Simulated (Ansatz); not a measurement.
# Si2H3Cl3: up Jacob's ladder to CCSD(T)

An exercise on one series of results from a longer session: the logs are not shown, and one member is left open.

The runs use Ansatz 0.2.0, Gaussian basis; functionals in def2-TZVPP, the program's frozen cores in correlated methods.

The runs, in order: LDA (SPW92), PBE-D4, revPBE-D4, BLYP-D4, r2SCAN-D4, B97M-V, PBE0-D4, B3LYP-D4, r2SCANh-D4, r2SCAN0-D4, HSE06-D4, BHLYP-D4, CAM-B3LYP-D4, LC-ωPBE, ωB97X-V, ωB97M-V, B2PLYP, PBE-QIDH; CCSD(T)/def2-SVP; CCSD(T)/def2-TZVPP; MP2/def2-QZVPP; extrapolation to the limit; RPA on PBE.

### Structure used throughout

All runs share one geometry, relaxed beforehand with PBE0-D4 in a triple-zeta def2 set.

SMILES `Cl[SiH2][SiH](Cl)Cl`, 8 atoms, charge 0, spin multiplicity 1.

Atoms are counted from 1 here; the program's logs count them from 0.

Bond lengths: Cl1–Si2 2.056 Å, Si2–Si3 2.338 Å, Si2–H6 1.484 Å, Si2–H7 1.482 Å, Si3–Cl4 2.047 Å, Si3–Cl5 2.052 Å, Si3–H8 1.480 Å. Angles: Cl1–Si2–Si3 108.2°, Cl1–Si2–H6 108.6°, Cl1–Si2–H7 109.1°, Si3–Si2–H6 110.6°, Si3–Si2–H7 110.0°, H6–Si2–H7 110.3°, Si2–Si3–Cl4 109.1°, Si2–Si3–Cl5 107.6°, Si2–Si3–H8 114.7°, Cl4–Si3–Cl5 109.8°, Cl4–Si3–H8 107.8°, Cl5–Si3–H8 107.9°.

The first run:

Contents of in.yaml:

```yaml
crystal:
  periodic: [false, false, false]
  atoms:
    - {symbol: Cl, position_ang: [-0.458726, 0.128409, 2.609592]}
    - {symbol: Si, position_ang: [-0.094290, 0.920778, 0.747297]}
    - {symbol: Si, position_ang: [0.244634, -0.847419, -0.744068]}
    - {symbol: Cl, position_ang: [-1.463117, -1.970546, -0.847971]}
    - {symbol: Cl, position_ang: [0.656667, -0.037564, -2.583772]}
    - {symbol: H, position_ang: [1.114063, 1.777978, 0.825061]}
    - {symbol: H, position_ang: [-1.266758, 1.723236, 0.324478]}
    - {symbol: H, position_ang: [1.359629, -1.751973, -0.386418]}
basis:
  gaussian: {orbitals: def2-TZVPP}
hamiltonian: {xc: lda}
output: {orbitals: {seedname: orbitals}}
```

The run is started by

```
$ ansatz run in.yaml --threads 4 --pin off --events-out ev --progress --plain --max-ram 10444MiB
```

Among the steps run: LDA; PBE-D4 (GGA); revPBE-D4 (GGA); BLYP-D4 (GGA); r2SCAN-D4 (meta-GGA); B97M-V (meta-GGA); B3LYP-D4 (hybrid); r2SCANh-D4 (hybrid); r2SCAN0-D4 (hybrid); HSE06-D4 (hybrid); BHLYP-D4 (hybrid); CAM-B3LYP-D4 (range-separated); LC-ωPBE (range-separated); ωB97X-V (range-separated); ωB97M-V (range-separated); B2PLYP (double hybrid); PBE-QIDH (double hybrid).

One of the session's tables, all rows but one given; the rest of the session is left out.

It belongs to the step «Orbital energies across the functionals». 

| functional | HOMO (eV) | gap (eV) |
| --- | --- | --- |
| LDA (SPW92) | -7.12 | 4.93 |
| PBE-D4 | -7.03 | 5.10 |
| revPBE-D4 | -6.99 | 5.18 |
| BLYP-D4 | -6.90 | 5.18 |
| r2SCAN-D4 | -7.33 | 5.67 |
| B97M-V | ? | ? |
| PBE0-D4 | -8.24 | 7.16 |
| B3LYP-D4 | -8.04 | 6.82 |
| r2SCANh-D4 | -7.77 | 6.40 |
| r2SCAN0-D4 | -8.43 | 7.50 |
| HSE06-D4 | -7.85 | 6.39 |
| BHLYP-D4 | -9.36 | 9.27 |
| CAM-B3LYP-D4 | -9.53 | 9.56 |
| LC-ωPBE | -10.83 | 11.95 |
| ωB97X-V | -10.51 | 11.52 |
| ωB97M-V | -10.27 | 11.03 |

Estimate the missing values for B97M-V.

**Answer.** HOMO (eV): -7.43; gap (eV): 5.68. In the column «HOMO (eV)» it lies between r2SCANh-D4 (-7.77) and r2SCAN-D4 (-7.33).
